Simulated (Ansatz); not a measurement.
# In5: the cost of one run

Program: Ansatz 0.2.0, Gaussian basis. Level of theory: RKS PBE0-D4/def2-TZVP. These are calculated values, not measurements.

The runs, in order: a single point at PBE0-D4/def2-TZVP; harmonic vibrations at PBE-D4/def2-SVP.

8 further runs of the same task are left out: 2 that didn't finish, 6 set aside as unsound or not needed.

### 1 The structure

The geometry is that of the singlet, from an earlier relaxation (PBE-D4/def2-SVP). At that level it is the lowest of the isomers that a small search found.

5 atoms, charge 1, spin multiplicity 1.

Atoms are counted from 1 here; the program's logs count them from 0.

Bond lengths: In1–In2 3.139 Å, In1–In5 3.135 Å, In2–In3 3.082 Å, In3–In4 3.174 Å, In3–In5 3.085 Å. Angles: In2–In1–In5 96.3°, In1–In2–In3 82.6°, In2–In3–In4 132.6°, In2–In3–In5 98.5°, In4–In3–In5 128.9°, In1–In5–In3 82.6°.

In takes a core potential in the def2 sets. No spin-orbit coupling is included. The ion is computed in the gas phase, without counter-ions or solvent.

Bonds by kind at the end (by distance):

```tsv
bond	count	shortest (Å)	longest (Å)
In–In	5	3.082	3.174
```

### 2 Single point, PBE0-D4/def2-TZVP

start.molden holds the orbitals of an earlier run on this state, given as this run's starting guess.

Input file in.yaml:

```yaml
crystal:
  periodic: [false, false, false]
  atoms:
    - {symbol: In, position_ang: [-0.659713, 3.042593, -0.041967]}
    - {symbol: In, position_ang: [2.078056, 1.508208, -0.012461]}
    - {symbol: In, position_ang: [0.236606, -0.962462, 0.015583]}
    - {symbol: In, position_ang: [0.828743, -4.080961, 0.057481]}
    - {symbol: In, position_ang: [-2.483692, 0.492612, -0.018637]}
basis:
  gaussian: {orbitals: def2-TZVP, initial_orbitals: start.molden}
total_charge: 1
hamiltonian: {xc: pbe0, dispersion: d4}
scf: {omitted_lower_state_checks: [starts]}
output: {orbitals: {seedname: orbitals}}
```

Started as:

```bash
> ansatz run in.yaml --threads 4 --pin off --events-out ev --progress --plain --max-ram 4787MiB
```

**Question.** How long does this run take on 4 threads of Arm Neoverse V2, shared host, and how much memory does it need?

About 10 s, with a peak of 1.3 GiB.
